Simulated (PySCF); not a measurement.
**Xe, Xe⁺: ionisation energy in x2c-SVPall**

Each state of xenon is computed at each level; their differences give the ionisation energy. How far do the methods differ?

Program: PySCF 2.14.0. Level of theory: unrestricted determinants in a Gaussian basis, no spin-orbit coupling in the energies. These are calculated values, not measurements, unless marked.

12 further runs of the same task are left out: 6 that didn't finish, 6 set aside as unsound or not needed.

### 1 Starting point

* Element: xenon (Z = 54)
* Basis: x2c-SVPall
* Hamiltonian: scalar relativity by spin-free X2C-1e
* State 1: Xe: [Xe], closed-shell 1S
* State 2: Xe⁺: [Kr] 4d10 5s2 5p5, 2P determinant
* Methods: UHF, MN15, TPSS, MP2, CCSD(T)
* Core shells frozen in the correlated runs: valence: [Kr] 4d10 (for Xe)

Outer shells as boxes (Hund's rule):

Xe [Xe]
```
[Kr] core
4d [↑↓][↑↓][↑↓][↑↓][↑↓]
5s [↑↓]
5p [↑↓][↑↓][↑↓]
```

Xe+ [Kr] 4d10 5s2 5p5
```
[Kr] core
4d [↑↓][↑↓][↑↓][↑↓][↑↓]
5s [↑↓]
5p [↑↓][↑↓][↑ ]
```

One driver process ran all states and methods and kept the integrals in memory. Each run is shown as a PySCF script that sums up its settings (the driver passes frozen orbitals as a list and adds second-order terms of double hybrids); the logs are those of the runs themselves. The driver starts from symmetry-adapted Hartree-Fock orbitals, holds the occupation by maximum overlap and uses a logarithmic radial grid for functionals, so a plain start would take other cycles.

It was started by

```
$ OMP_NUM_THREADS=1 python atomrun2.py TASK.json OUT
```

The integrals over 36 functions and the set-up took 0.66 s of CPU time.

### 2 Xe

#### UHF

Contents of input.py:

```python
from pyscf import gto, scf, dft, mp, cc
import basis_set_exchange as bse
mol = gto.M(atom="Xe 0 0 0", charge=0, spin=0, symmetry="D2h",
            basis=gto.basis.parse(bse.get_basis("x2c-SVPall", elements=["Xe"], fmt="nwchem", header=False)),
            nucmod="G")
mf = scf.UHF(mol).sfx2c1e()
mf.irrep_nelec = {'Ag': (9, 9), 'B1g': (2, 2), 'B2g': (2, 2), 'B3g': (2, 2), 'B1u': (4, 4), 'B2u': (4, 4), 'B3u': (4, 4)}
mf.kernel()
```

The program printed:

```text
damping factor = 0
level_shift factor = 0
DIIS = <class 'pyscf.scf.diis.CDIIS'>
diis_start_cycle = 1
diis_space = 10
diis_damp = 0
SCF conv_tol = 1e-09
SCF conv_tol_grad = None
number electrons alpha = 27  beta = 27
cycle= 1 E= -7442.66501481411  delta_E= -1.55e-11  |g|= 1.45e-06  |ddm|= 1.66e-05
converged SCF energy = -7442.66501481411  <S^2> = 3.5527137e-15  2S+1 = 1
```

It took 0.14 s on 1 thread of Neoverse-N1, shared host, the integrals not counted.

Orbital energies by shell (radii are means over both spins):

| shell | electrons | mean orbital energy (eV) | spread (eV) | rms radius (bohr) |
| --- | --- | --- | --- | --- |
| 1s | 2 | -34722.7 | 0 | 0.0305 |
| 2s | 2 | -5505.2 | 0 | 0.124 |
| 2p | 6 | -4938.3 | 0 | 0.111 |
| 3s | 2 | -1170.0 | 0 | 0.326 |
| 3p | 6 | -981.83 | 0 | 0.326 |
| 3d | 10 | -700.81 | 0 | 0.304 |
| 4s | 2 | -229.43 | 0 | 0.762 |
| 4p | 6 | -167.05 | 0 | 0.815 |
| 4d | 10 | -72.555 | 0 | 0.949 |
| 5s | 2 | -27.347 | 0 | 2.03 |
| 5p | 6 | -12.295 | 0 | 2.45 |

⟨S²⟩ = 0.000, ⟨L²⟩ = 0.00.

#### MN15

input.py, as changed from the run before:

```diff
@@ -5,3 +5,3 @@
             nucmod="G")
-mf = scf.UHF(mol).sfx2c1e()
+mf = dft.UKS(mol, xc="MN15").sfx2c1e()
 mf.irrep_nelec = {'Ag': (9, 9), 'B1g': (2, 2), 'B2g': (2, 2), 'B3g': (2, 2), 'B1u': (4, 4), 'B2u': (4, 4), 'B3u': (4, 4)}
```

The program printed:

```text
damping factor = 0
level_shift factor = 0
DIIS = <class 'pyscf.scf.diis.CDIIS'>
diis_start_cycle = 1
diis_space = 10
diis_damp = 0
SCF conv_tol = 1e-09
SCF conv_tol_grad = None
number electrons alpha = 27  beta = 27
XC functionals = MN15
    H. S. Yu, X. He, S. L. Li, and D. G. Truhlar.,  Chem. Sci. 7, 5032-5051 (2016)
    H. S. Yu, X. He, S. L. Li, and D. G. Truhlar.,  Chem. Sci. 7, 5032-5051 (2016)
cycle= 1 E= -7450.56529261729  delta_E= -0.00945  |g|= 0.0274  |ddm|= 0.281
cycle= 2 E= -7450.56561437663  delta_E= -0.000322  |g|= 0.0159  |ddm|=  0.1
cycle= 3 E= -7450.56573441842  delta_E= -0.00012  |g|= 0.00038  |ddm|= 0.0354
cycle= 4 E= -7450.56573450778  delta_E= -8.94e-08  |g|= 1.61e-05  |ddm|= 0.00135
cycle= 5 E= -7450.56573450804  delta_E= -2.62e-10  |g|= 2.25e-07  |ddm|= 0.000103
converged SCF energy = -7450.56573450804  <S^2> = 3.5527137e-15  2S+1 = 1
```

It took 1.3 s on 1 thread of Neoverse-N1, shared host, the integrals not counted.

#### TPSS

input.py, as changed from the run before:

```diff
@@ -5,3 +5,3 @@
             nucmod="G")
-mf = dft.UKS(mol, xc="MN15").sfx2c1e()
+mf = dft.UKS(mol, xc="TPSS").sfx2c1e()
 mf.irrep_nelec = {'Ag': (9, 9), 'B1g': (2, 2), 'B2g': (2, 2), 'B3g': (2, 2), 'B1u': (4, 4), 'B2u': (4, 4), 'B3u': (4, 4)}
```

The program printed:

```text
damping factor = 0
level_shift factor = 0
DIIS = <class 'pyscf.scf.diis.CDIIS'>
diis_start_cycle = 1
diis_space = 10
diis_damp = 0
SCF conv_tol = 1e-09
SCF conv_tol_grad = None
number electrons alpha = 27  beta = 27
XC functionals = TPSS
    J. Tao, J. P. Perdew, V. N. Staroverov, and G. E. Scuseria.,  Phys. Rev. Lett. 91, 146401 (2003)
    J. P. Perdew, J. Tao, V. N. Staroverov, and G. E. Scuseria.,  J. Chem. Phys. 120, 6898 (2004)
    J. Tao, J. P. Perdew, V. N. Staroverov, and G. E. Scuseria.,  Phys. Rev. Lett. 91, 146401 (2003)
    J. P. Perdew, J. Tao, V. N. Staroverov, and G. E. Scuseria.,  J. Chem. Phys. 120, 6898 (2004)
cycle= 1 E= -7445.30699492853  delta_E= -0.00264  |g|= 0.0137  |ddm|= 0.273
cycle= 2 E= -7445.30706735646  delta_E= -7.24e-05  |g|= 0.00992  |ddm|= 0.0605
cycle= 3 E= -7445.30711848791  delta_E= -5.11e-05  |g|= 0.00026  |ddm|= 0.0231
cycle= 4 E= -7445.30711853337  delta_E= -4.55e-08  |g|= 3.85e-06  |ddm|= 0.000676
cycle= 5 E= -7445.30711853338  delta_E= -1.36e-11  |g|= 1.67e-09  |ddm|= 1.07e-05
converged SCF energy = -7445.30711853338  <S^2> = 7.1054274e-15  2S+1 = 1
```

It took 1.4 s on 1 thread of Neoverse-N1, shared host, the integrals not counted.

#### MP2 (valence)

input.py, as changed from the run before:

```diff
@@ -5,4 +5,5 @@
             nucmod="G")
-mf = dft.UKS(mol, xc="TPSS").sfx2c1e()
+mf = scf.UHF(mol).sfx2c1e()
 mf.irrep_nelec = {'Ag': (9, 9), 'B1g': (2, 2), 'B2g': (2, 2), 'B3g': (2, 2), 'B1u': (4, 4), 'B2u': (4, 4), 'B3u': (4, 4)}
 mf.kernel()
+mp.UMP2(mf, frozen=23).kernel()
```

No log was kept for this step.

Time after the integrals: 0.02 s (1 thread of Neoverse-N1, shared host).

With 8 electrons correlated, the MP2 correlation energy is -0.09076 hartree (-0.02558 same spin, -0.06518 opposite spin); the SCS form gives -0.08674. Largest pairs of shells: 5p-5p -0.0766, 5s-5p -0.0111, 5s-5s -0.0031.

#### CCSD(T) (valence)

input.py, as changed from the run before:

```diff
@@ -8,2 +8,3 @@
 mf.kernel()
-mp.UMP2(mf, frozen=23).kernel()
+mycc = cc.CCSD(mf, frozen=23).run()
+mycc.ccsd_t()
```

The program printed:

```text
CC2 = 0
CCSD nocc = 4, nmo = 13
frozen orbitals [0, 1, 2, 3, 4, 5, 6, 7, 8, 9, 10, 11, 12, 13, 14, 15, 16, 17, 18, 19, 20, 21, 22]
max_cycle = 100
direct = 0
conv_tol = 1e-08
conv_tol_normt = 1e-06
diis_space = 8
diis_start_cycle = 0
Init t2, MP2 energy = -7442.75577178799  E_corr(MP2) -0.0907569738818054
Init E_corr(CCSD) = -0.0907569738822058
cycle = 1  E_corr(CCSD) = -0.0980239476530038  dE = -0.00726697377  norm(t1,t2) = 0.0223086
cycle = 2  E_corr(CCSD) = -0.0992222423689263  dE = -0.00119829472  norm(t1,t2) = 0.00542691
cycle = 3  E_corr(CCSD) = -0.0996066063980556  dE = -0.000384364029  norm(t1,t2) = 0.00173123
cycle = 4  E_corr(CCSD) = -0.0996094943902846  dE = -2.88799223e-06  norm(t1,t2) = 0.0001293
cycle = 5  E_corr(CCSD) = -0.0996087127645719  dE = 7.81625713e-07  norm(t1,t2) = 2.08679e-05
cycle = 6  E_corr(CCSD) = -0.0996088497302615  dE = -1.3696569e-07  norm(t1,t2) = 3.57448e-06
cycle = 7  E_corr(CCSD) = -0.0996088304508169  dE = 1.92794446e-08  norm(t1,t2) = 4.64393e-07
cycle = 8  E_corr(CCSD) = -0.0996088309082029  dE = -4.57386004e-10  norm(t1,t2) = 7.6088e-08
CCSD converged
E(CCSD) = -7442.764623645016  E_corr = -0.09960883090820294
CCSD(T) correction = -0.000880167291323577
```

Time after the integrals: 0.09 s (1 thread of Neoverse-N1, shared host).

CCSD correlation -0.09961 hartree, triples -0.00088; total -7442.765504. T1 = 0.005, largest double amplitude 0.051.

Radial density 4πr²ρ of Xe at UHF, without picture-change correction:

| r (bohr) | density |
| --- | --- |
| 0.000527 | 1.15 |
| 0.000887 | 2.56 |
| 0.00149 | 5.69 |
| 0.00251 | 12.3 |
| 0.00422 | 24.6 |
| 0.00710 | 43.9 |
| 0.0119 | 64.7 |
| 0.0201 | 70.5 |
| 0.0338 | 60.8 |
| 0.0568 | 76.7 |
| 0.0956 | 87.8 |
| 0.161 | 64.9 |
| 0.270 | 73.3 |
| 0.455 | 26.3 |
| 0.765 | 28.0 |
| 1.29 | 8.14 |
| 2.16 | 4.30 |
| 3.64 | 0.776 |
| 6.12 | 0.00488 |

### 3 Xe⁺

#### UHF

Contents of input.py:

```python
from pyscf import gto, scf, dft, mp, cc
import basis_set_exchange as bse
mol = gto.M(atom="Xe 0 0 0", charge=1, spin=1, symmetry="D2h",
            basis=gto.basis.parse(bse.get_basis("x2c-SVPall", elements=["Xe"], fmt="nwchem", header=False)),
            nucmod="G")
mf = scf.UHF(mol).sfx2c1e()
mf.irrep_nelec = {'Ag': (9, 9), 'B1g': (2, 2), 'B2g': (2, 2), 'B3g': (2, 2), 'B1u': (4, 4), 'B2u': (4, 4), 'B3u': (4, 3)}
mf.kernel()
```

The program printed:

```text
damping factor = 0
level_shift factor = 0
DIIS = <class 'pyscf.scf.diis.CDIIS'>
diis_start_cycle = 1
diis_space = 10
diis_damp = 0
SCF conv_tol = 1e-09
SCF conv_tol_grad = None
number electrons alpha = 27  beta = 26
cycle= 1 E= -7442.238827189  delta_E= -0.00252  |g|= 0.0154  |ddm|= 0.0794
cycle= 2 E= -7442.23902643613  delta_E= -0.000199  |g|= 0.00436  |ddm|= 0.0223
cycle= 3 E= -7442.23904399325  delta_E= -1.76e-05  |g|= 0.000118  |ddm|= 0.0089
cycle= 4 E= -7442.2390440079  delta_E= -1.47e-08  |g|= 2.32e-05  |ddm|= 0.000391
cycle= 5 E= -7442.23904400858  delta_E= -6.72e-10  |g|= 4.38e-06  |ddm|= 0.000105
converged SCF energy = -7442.23904400858  <S^2> = 0.75509535  2S+1 = 2.0050889
```

Time after the integrals: 0.17 s (1 thread of Neoverse-N1, shared host).

Orbital energies by shell (radii are means over both spins):

| shell | electrons | mean orbital energy (eV) | spread (eV) | rms radius (bohr) |
| --- | --- | --- | --- | --- |
| 1s α | 1 | -34733.3 | 0 | 0.0305 |
| 1s β | 1 | -34733.2 | 0 | 0.0305 |
| 2s α | 1 | -5515.8 | 0 | 0.124 |
| 2s β | 1 | -5515.7 | 0 | 0.124 |
| 2p α | 3 | -4948.9 | 0.123 | 0.111 |
| 2p β | 3 | -4948.8 | 0.054 | 0.111 |
| 3s α | 1 | -1180.5 | 0 | 0.326 |
| 3s β | 1 | -1180.4 | 0 | 0.326 |
| 3p α | 3 | -992.37 | 0.321 | 0.326 |
| 3p β | 3 | -992.23 | 0.029 | 0.326 |
| 3d α | 5 | -711.33 | 0.279 | 0.304 |
| 3d β | 5 | -711.27 | 0.179 | 0.304 |
| 4s α | 1 | -240.01 | 0 | 0.762 |
| 4s β | 1 | -239.74 | 0 | 0.762 |
| 4p α | 3 | -177.62 | 0.795 | 0.815 |
| 4p β | 3 | -177.31 | 0.114 | 0.815 |
| 4d α | 5 | -83.082 | 0.867 | 0.948 |
| 4d β | 5 | -82.859 | 0.522 | 0.948 |
| 5s α | 1 | -37.853 | 0 | 1.97 |
| 5s β | 1 | -35.145 | 0 | 1.97 |
| 5p α | 3 | -22.081 | 1.681 | 2.36 |
| 5p β | 2 | -20.907 | 0 | 2.36 |

⟨S²⟩ = 0.755, ⟨L²⟩ = 2.02.

#### MN15

input.py, as changed from the run before:

```diff
@@ -5,3 +5,3 @@
             nucmod="G")
-mf = scf.UHF(mol).sfx2c1e()
+mf = dft.UKS(mol, xc="MN15").sfx2c1e()
 mf.irrep_nelec = {'Ag': (9, 9), 'B1g': (2, 2), 'B2g': (2, 2), 'B3g': (2, 2), 'B1u': (4, 4), 'B2u': (4, 4), 'B3u': (4, 3)}
```

The program printed:

```text
damping factor = 0
level_shift factor = 0
DIIS = <class 'pyscf.scf.diis.CDIIS'>
diis_start_cycle = 1
diis_space = 10
diis_damp = 0
SCF conv_tol = 1e-09
SCF conv_tol_grad = None
number electrons alpha = 27  beta = 26
XC functionals = MN15
    H. S. Yu, X. He, S. L. Li, and D. G. Truhlar.,  Chem. Sci. 7, 5032-5051 (2016)
    H. S. Yu, X. He, S. L. Li, and D. G. Truhlar.,  Chem. Sci. 7, 5032-5051 (2016)
cycle= 1 E= -7450.11307792396  delta_E= -0.0103  |g|= 0.0171  |ddm|= 0.261
cycle= 2 E= -7450.11323040095  delta_E= -0.000152  |g|= 0.00743  |ddm|= 0.0587
cycle= 3 E= -7450.11325412414  delta_E= -2.37e-05  |g|= 0.000309  |ddm|= 0.0168
cycle= 4 E= -7450.11325421308  delta_E= -8.89e-08  |g|= 4.56e-05  |ddm|= 0.000748
cycle= 5 E= -7450.11325421479  delta_E= -1.71e-09  |g|= 8.07e-07  |ddm|= 0.000104
cycle= 6 E= -7450.1132542148  delta_E= -2.73e-12  |g|= 4.96e-08  |ddm|= 3.42e-06
converged SCF energy = -7450.1132542148  <S^2> = 0.7514671  2S+1 = 2.0014666
```

It took 1.5 s on 1 thread of Neoverse-N1, shared host, the integrals not counted.

#### TPSS

input.py, as changed from the run before:

```diff
@@ -5,3 +5,3 @@
             nucmod="G")
-mf = dft.UKS(mol, xc="MN15").sfx2c1e()
+mf = dft.UKS(mol, xc="TPSS").sfx2c1e()
 mf.irrep_nelec = {'Ag': (9, 9), 'B1g': (2, 2), 'B2g': (2, 2), 'B3g': (2, 2), 'B1u': (4, 4), 'B2u': (4, 4), 'B3u': (4, 3)}
```

The program printed:

```text
damping factor = 0
level_shift factor = 0
DIIS = <class 'pyscf.scf.diis.CDIIS'>
diis_start_cycle = 1
diis_space = 10
diis_damp = 0
SCF conv_tol = 1e-09
SCF conv_tol_grad = None
number electrons alpha = 27  beta = 26
XC functionals = TPSS
    J. Tao, J. P. Perdew, V. N. Staroverov, and G. E. Scuseria.,  Phys. Rev. Lett. 91, 146401 (2003)
    J. P. Perdew, J. Tao, V. N. Staroverov, and G. E. Scuseria.,  J. Chem. Phys. 120, 6898 (2004)
    J. Tao, J. P. Perdew, V. N. Staroverov, and G. E. Scuseria.,  Phys. Rev. Lett. 91, 146401 (2003)
    J. P. Perdew, J. Tao, V. N. Staroverov, and G. E. Scuseria.,  J. Chem. Phys. 120, 6898 (2004)
cycle= 1 E= -7444.84943822866  delta_E= -0.00373  |g|= 0.0118  |ddm|= 0.273
cycle= 2 E= -7444.84950872608  delta_E= -7.05e-05  |g|= 0.0068  |ddm|= 0.0515
cycle= 3 E= -7444.84953148933  delta_E= -2.28e-05  |g|= 0.00016  |ddm|= 0.0165
cycle= 4 E= -7444.84953150482  delta_E= -1.55e-08  |g|= 7.01e-06  |ddm|= 0.000424
cycle= 5 E= -7444.84953150486  delta_E= -4.27e-11  |g|= 3.63e-07  |ddm|= 2.48e-05
converged SCF energy = -7444.84953150486  <S^2> = 0.75109708  2S+1 = 2.0010968
```

It took 1.3 s on 1 thread of Neoverse-N1, shared host, the integrals not counted.

#### MP2 (valence)

input.py, as changed from the run before:

```diff
@@ -5,4 +5,5 @@
             nucmod="G")
-mf = dft.UKS(mol, xc="TPSS").sfx2c1e()
+mf = scf.UHF(mol).sfx2c1e()
 mf.irrep_nelec = {'Ag': (9, 9), 'B1g': (2, 2), 'B2g': (2, 2), 'B3g': (2, 2), 'B1u': (4, 4), 'B2u': (4, 4), 'B3u': (4, 3)}
 mf.kernel()
+mp.UMP2(mf, frozen=23).kernel()
```

This step left no log, only its results.

Time after the integrals: 0.02 s (1 thread of Neoverse-N1, shared host).

With 7 electrons correlated, the MP2 correlation energy is -0.06795 hartree (-0.01766 same spin, -0.05029 opposite spin); the SCS form gives -0.06623. Largest pairs of shells: 5p-5p -0.0478, 5s-5p -0.0170, 5s-5s -0.0032.

#### CCSD(T) (valence)

input.py, as changed from the run before:

```diff
@@ -8,2 +8,3 @@
 mf.kernel()
-mp.UMP2(mf, frozen=23).kernel()
+mycc = cc.CCSD(mf, frozen=23).run()
+mycc.ccsd_t()
```

The program printed:

```text
CC2 = 0
CCSD nocc = (np.int64(4), np.int64(3)), nmo = (13, 13)
frozen orbitals [[0, 1, 2, 3, 4, 5, 6, 7, 8, 9, 10, 11, 12, 13, 14, 15, 16, 17, 18, 19, 20, 21, 22], [0, 1, 2, 3, 4, 5, 6, 7, 8, 9, 10, 11, 12, 13, 14, 15, 16, 17, 18, 19, 20, 21, 22]]
max_cycle = 100
direct = 0
conv_tol = 1e-08
conv_tol_normt = 1e-06
diis_space = 8
diis_start_cycle = 0
Init t2, MP2 energy = -0.0679506778707381
Init E_corr(UCCSD) = -0.0679506778835928
cycle = 1  E_corr(UCCSD) = -0.0768555792888996  dE = -0.00890490141  norm(t1,t2) = 0.0325154
cycle = 2  E_corr(UCCSD) = -0.0786015751869694  dE = -0.0017459959  norm(t1,t2) = 0.00922796
cycle = 3  E_corr(UCCSD) = -0.079273716224028  dE = -0.000672141037  norm(t1,t2) = 0.0032712
cycle = 4  E_corr(UCCSD) = -0.0792670774263037  dE = 6.63879772e-06  norm(t1,t2) = 0.000349567
cycle = 5  E_corr(UCCSD) = -0.0792687541001863  dE = -1.67667388e-06  norm(t1,t2) = 5.83818e-05
cycle = 6  E_corr(UCCSD) = -0.0792683850742032  dE = 3.69025983e-07  norm(t1,t2) = 9.47256e-06
cycle = 7  E_corr(UCCSD) = -0.0792684585413631  dE = -7.34671599e-08  norm(t1,t2) = 1.69018e-06
cycle = 8  E_corr(UCCSD) = -0.0792684489920581  dE = 9.5493049e-09  norm(t1,t2) = 2.89381e-07
UCCSD converged
E(UCCSD) = -7442.318312457568  E_corr = -0.07926844899205815
UCCSD(T) correction = -0.000796951081092235
```

It took 0.17 s on 1 thread of Neoverse-N1, shared host, the integrals not counted.

CCSD correlation -0.07927 hartree, triples -0.00080; total -7442.319109. T1 = 0.006, largest double amplitude 0.043.

Radial density 4πr²ρ of Xe⁺ at UHF, without picture-change correction:

| r (bohr) | density | spin density |
| --- | --- | --- |
| 0.000527 | 1.15 | 0.000 |
| 0.000887 | 2.56 | 0.000 |
| 0.00149 | 5.69 | 0.000 |
| 0.00251 | 12.3 | 0.000 |
| 0.00422 | 24.6 | 0.000 |
| 0.00710 | 43.9 | 0.000 |
| 0.0119 | 64.7 | 0.001 |
| 0.0201 | 70.5 | 0.005 |
| 0.0338 | 60.8 | 0.016 |
| 0.0568 | 76.7 | 0.027 |
| 0.0956 | 87.8 | 0.005 |
| 0.161 | 64.9 | 0.021 |
| 0.270 | 73.2 | 0.038 |
| 0.455 | 26.3 | 0.060 |
| 0.765 | 28.0 | 0.051 |
| 1.29 | 8.12 | 0.276 |
| 2.16 | 3.82 | 0.542 |
| 3.64 | 0.538 | 0.087 |
| 6.12 | 0.00321 | 0.001 |

Spin density of Xe⁺ at UHF in the xz plane next to the nucleus (x to the right, z up), 4.6 Å wide.

Ten even steps from ' ' (-0.01 e/Å³) to '@' (0.42 e/Å³):
```
                                        
                                        
                                        
                                        
                                        
          ......        ......          
          ..::::..    ..::::..          
      ....--++==::    ::==++--....      
      ..::++**==        ==**++::..      
      ..::##%%..==@@@@==..%%##::..      
      ..::##%%..==@@@@==..%%##::..      
      ..::++**==        ==**++::..      
      ....--++==::    ::==++--....      
          ..::::..    ..::::..          
          ......        ......          
                                        
                                        
                                        
                                        
                                        
```

### 4 How the shells move

Highest occupied Hartree-Fock shell of each state: Xe 5p at -12.295 eV; Xe⁺ 5p β at -20.907 eV.

### 5 The energy differences

Ionisation energy: Xe [Xe] (1S) → Xe⁺ [Kr] 4d10 5s2 5p5 (2P).

| method | value (eV) | error (eV) | CPU time, both states (s) |
| --- | --- | --- | --- |
| UHF | 11.591 | -0.974 | 0.31 |
| MN15 | 12.313 | -0.253 | 2.7 |
| TPSS | 12.452 | -0.114 | 2.7 |
| MP2 (valence) | 12.212 | -0.353 | 0.35 |
| SCS-MP2 (valence) | 12.149 | -0.416 | 0.35 |
| CCSD (valence) | 12.145 | -0.421 |  |
| CCSD(T) (valence) | 12.147 | -0.418 | 0.57 |

Reference: 12.565 eV (measured; NIST levels, between the centres of gravity of the two terms). Errors of the correlated levels include the incompleteness of this basis.

Times are CPU seconds on a shared host without the integrals; correlated rows include their Hartree-Fock run, whose time holds the symmetry-adapted start and any spin-orbit constants, while functionals begin from orbitals already made.

### 6 Outcome

```
             quantity                                                      value
ionisation energy, Xe  UHF 11.591, CCSD(T) (valence) 12.147 eV; reference 12.565
```

Each level's miss and price (over 1 difference):

| method | mean absolute miss against the measured value (with the measured fine structure taken into account where it is known) (eV) | CPU time, both states (s) |
| --- | --- | --- |
| UHF | 0.974 | 0.31 |
| MN15 | 0.253 | 2.7 |
| TPSS | 0.114 | 2.7 |
| MP2 (valence) | 0.353 | 0.35 |
| SCS-MP2 (valence) | 0.416 | 0.35 |
| CCSD (valence) | 0.421 |  |
| CCSD(T) (valence) | 0.418 | 0.57 |

What this shows: TPSS lands nearest to the measured value (off by 0.11 eV); UHF misses by most (0.97 eV). Hartree-Fock falls short because the species with more electrons holds more correlation energy, which it lacks. All values hold for this basis alone; no basis-set limit was taken. The dearest level timed, MN15, costs 8.8 times the cheapest, UHF, and differs from the measured value (with the measured fine structure taken into account where it is known) by 0.25 against 0.97 eV.
